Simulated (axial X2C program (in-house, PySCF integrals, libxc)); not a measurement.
**A two-component session on BrGa⁻: properties at the nuclei**

Aim: properties at the nuclei of BrGa⁻, with spin–orbit coupling in the Hamiltonian from the start.

Computed with an in-house X2C program for linear molecules on PySCF integrals. Level: two-component X2C with atomic mean-field terms, Br dyall-acv3z, Ga dyall-acv3z.

All values are calculated.

### 1 Set-up

task.json

```json
{
 "zs": [
  35,
  31
 ],
 "q": -1,
 "bas": [
  "dyall-acv3z",
  "dyall-acv3z"
 ],
 "r0": 2.38,
 "levels": [
  "PBE0",
  "HF",
  "PBE50",
  "TPSSh",
  "LDA"
 ],
 "nst": 3
}
```

Keys: zs atomic numbers; q charge; bas basis sets; r0 starting distance in Å; levels methods (HF also brings MP2); nst determinants followed.

Started as:

```bash
$ python soeom.py task.json out
```

After this run come: Expectation values, lowest determinant; Expectation values, a higher determinant.

What does the calculation give? Wanted: lowest determinant; Eeff magnitude; Ws magnitude Br; A∥/gI Br; qzz Br; higher determinant (for each run or level that gives them).

As calculated:

| quantity | value |
| --- | --- |
| lowest determinant | Ω = 1/2 (excess of +ω over −ω: ω = 1/2) |
| Eeff magnitude (GV/cm), PBE0 | 0.107 |
| Ws magnitude Br (kHz), PBE0 | 0.0281 |
| A∥/gI Br (MHz), PBE0 | 153 |
| qzz Br (a.u.), PBE0 | 1.71 |
| higher determinant | Ω = 3/2 (excess of +ω over −ω: ω = 3/2) |
| Eeff magnitude (GV/cm), PBE0, higher determinant | 0.175 |
| Ws magnitude Br (kHz), PBE0, higher determinant | 0.0159 |
| A∥/gI Br (MHz), PBE0, higher determinant | 29.2 |
| qzz Br (a.u.), PBE0, higher determinant | 1.74 |

**Reading.** In the first state, the effective field runs from 0.0575 to 0.253 GV/cm over the mean-field levels, so the levels don't agree on it. The expectation values come from single determinants, which for open shells can mix terms of unlike spin or miss the lowest Ω, so a determinant need not be a state. Eeff is the effective electric field on the electron dipole moment in this Ω state and Ws the scalar–pseudoscalar constant (defined with the proton number Z and per Ω); A∥ is the parallel hyperfine constant, which follows by multiplying with the nuclear g factor gI = μI/(I μN); qzz is the electric field gradient, eQq0 = 234.96 MHz × Q/barn × qzz. The operators were transformed with the bare-nucleus X2C matrices. A second determinant lies within 0.1 eV of the first, so their order is not settled at this level.
